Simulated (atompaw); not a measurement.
# Lanthanum: generating and testing a PAW (atompaw) potential

Do these settings give a usable potential? It is generated, then checked for scattering, ghosts and hardness.

The numbers are computed with atompaw 4.2.0.5 (PBE, scalar-relativistic, spin-unpolarised reference atom).

**1. Settings**

Typed settings, in words:

* element: lanthanum (La, Z = 57)
* type: PAW
* frozen core: [Kr] 4d10
* valence charge: 11
* reference configuration: 4f0 5s2 5p6 5d1 6s1.75 6p0 (charge +0.25)
* partial waves: 5s (bound): rc 2.75 bohr; 6s (bound): rc 2.90 bohr; 5p (bound): rc 2.90 bohr; 6p (bound, empty): rc 2.90 bohr; 5d (bound): rc 2.90 bohr; 5d channel at 0.05 Ry: rc 2.50 bohr; 4f (bound, empty): rc 1.70 bohr; 4f channel at 0.7 Ry: rc 1.70 bohr
* local potential: troulliermartins scheme with l = 4 at -0.5 Ry, radius 2.85 bohr
* core correction: smooth core density matched at 2.15 bohr
* augmentation charge: sinc compensation charge, radius 2.50 bohr; PAW radius 2.90 bohr; waves and projectors: custom rrkj gramschmidtortho

**2. The generation run**

La.input reads:

```
La 57
GGA-PBE scalarrelativistic loggrid 2001 logderivrange -5 5 251
6 6 5 4 0 0
6 0 1.75
6 1 0
5 2 1
4 3 0
0 0 0
c
c
c
c
v
v
c
c
c
v
v
c
c
v
v
3
2.90 2.50 2.85 2.15
n
n
y
0.05
n
y
0.7
n
custom rrkj gramschmidtortho sinc
4 -0.5 troulliermartins
2.75
2.90
2.90
2.90
2.90
2.50
1.70
1.70
PWSCFOUT
UPFDX 0.0125d0 UPFXMIN -7.d0 UPFZMESH 57.d0
END
```

The run is started by

```bash
atompaw < La.input > La.log
```

Before running it: what results should come out? Wanted: cutoffs for 10 and 1 mRy, occupied levels; bound ghosts; largest phase difference near zero energy, channels read; lowest eigenvalue of the overlap; share of valence orbitals outside the PAW sphere; UPF file.

As calculated:

| quantity | value |
| --- | --- |
| cutoffs for 10 and 1 mRy, occupied levels | 10 Ry and 18 Ry |
| bound ghosts | none found |
| largest phase difference near zero energy, channels read | 0.041 rad |
| lowest eigenvalue of the overlap (Bessel basis) | 0.054 (p) |
| share of valence orbitals outside the PAW sphere | 5s 2 %, 6s 86 %, 5p 6 %, 6p 95 %, 5d 43 %, 4f 3 % |
| UPF file | written |

In words: By its cutoff, 10 Ry for the looser tolerance, it is soft on the atom at that tolerance. That counts occupied waves only; other projectors can need more. It is free of bound ghosts as far as tested. Near zero energy the largest phase difference among the channels read is 0.04 rad, in the s channel. These are tests on the free atom; a crystal test is still owed.
